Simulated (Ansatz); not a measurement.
Run this with the Python package of Ansatz (0.2.0) and show what comes out.

Contents of `POSCAR`:
```text
Al
1.0
  -1.59121869    1.59121869    1.59121869
   1.59121869   -1.59121869    1.59121869
   1.59121869    1.59121869   -1.59121869
Al
1
Direct
   0.00000000    0.00000000    0.00000000
```

`run_kconv.py`
```python
'''k-point test for Al.'''

import argparse

import ansatz
from ase.io import read
import matplotlib.pyplot as plt

parser = argparse.ArgumentParser(description='k-point test for Al.')
parser.add_argument('--xc', default='r2scan', help='exchange-correlation functional')
parser.add_argument('--cutoff', type=float, required=True, help='plane-wave cutoff (eV)')
parser.add_argument('--scf-tol', type=float, required=True, help='SCF tolerance (eV)')
args = parser.parse_args()


def main() -> None:
    atoms = read('POSCAR', format='vasp')
    xtal = ansatz.Crystal.from_ase(atoms)

    model = (
        xtal.calculation()
        .functional(args.xc)
        .basis(args.cutoff)
        .occupations(ansatz.OccupationsMethod.FERMI_DIRAC)
        .scf(tolerance=args.scf_tol)
        .forces()
        .stress()
    )

    rows = []
    for value in [(3, 3, 3), (4, 4, 4), (6, 6, 6), (8, 8, 8), (10, 10, 10), (12, 12, 12)]:
        rep = model.kpoints(mesh=value).run(threads=1).report
        rows.append((value, rep['free_energy_ev'] / len(rep['lattice']['sites']), rep['n_iterations'], sum(rep['stress_gpa'][i][i] for i in range(3)) / 3, max(abs(f) for row in rep['forces_ev_ang'] for f in row), rep['n_kpoints']))

    print('        mesh   F/atom (eV)    iterations       P (GPa)  max component (eV/A)      k-points')
    for row in rows:
        print(f'{str(row[0]):>12s}  {row[1]:12.5f}  {row[2]:12d}  {row[3]:12.3f}  {row[4]:20.4f}  {row[5]:12d}')

    # the last row is the reference
    for row in rows[:-1]:
        shift = 1000 * (row[1] - rows[-1][1])
        print(f'{row[0]}: {shift:+.2f} meV/atom' + ('  (within 5 meV)' if abs(shift) < 5 else ''))
    plt.figure(figsize=(4.5, 3))
    plt.plot([str(row[0]) for row in rows], [1000 * (row[1] - rows[-1][1]) for row in rows], 'o-')
    plt.xlabel('mesh')
    plt.ylabel('F - F(last) (meV/atom)')
    plt.tight_layout()
    plt.savefig('kconv.png', dpi=100)


if __name__ == '__main__':
    main()
```

Output of `python run_kconv.py --cutoff 380.0 --scf-tol 1e-05`:
```text
DeckWarning: basis.ecutwfc = 380 eV is below the records' recommended 500 eV, and the density's cutoff is lower with it unless basis.ecutrho_ratio is high enough to keep the records' density cutoff: compare with a run at a higher cutoff
DeckWarning: scf.convergence.dr2_threshold = 1e-5 eV is looser than this run's default, which is 1e-7 eV or tighter. The error in the forces grows as the threshold's square root, so leave the key out unless less accurate forces are enough
DeckWarning: output.stress: scf.convergence.dr2_threshold = 1e-5 eV is looser than the 1e-10 eV advised for a printed stress (1e-10 eV for each atom of the cell: 1). What an SCF threshold leaves in a stress goes as its square root, and in the free energy as [...]
        mesh   F/atom (eV)    iterations       P (GPa)  max component (eV/A)      k-points
   (3, 3, 3)    -540.16904             6         1.718                0.0000             4
   (4, 4, 4)    -540.09022             6        -2.269                0.0000             8
   (6, 6, 6)    -540.35023             6         1.417                0.0000            16
   (8, 8, 8)    -540.26658             6         0.440                0.0000            29
(10, 10, 10)    -540.30924             6         1.160                0.0000            47
(12, 12, 12)    -540.29674             6         0.474                0.0000            72
(3, 3, 3): +127.70 meV/atom
(4, 4, 4): +206.52 meV/atom
(6, 6, 6): -53.49 meV/atom
(8, 8, 8): +30.16 meV/atom
(10, 10, 10): -12.50 meV/atom
```
(Warnings from the package without file and line, shortened.)

What to keep in mind:
- The cutoff lies under the one recommended for these potentials.
- Under the recommended cutoff a pressure can be off by several GPa, even in sign.
- Forces vanish by symmetry here and test nothing.
- Pressure is positive in compression.
- This isn't the structure that Al takes at ambient conditions.
- Shifts are counted from the finest mesh, which is itself no proven limit.
- Run time: 5.5 s on 1 thread of Intel(R) Xeon(R) Processor @ 2.30GHz (shared host), peak memory 0.54 GiB.
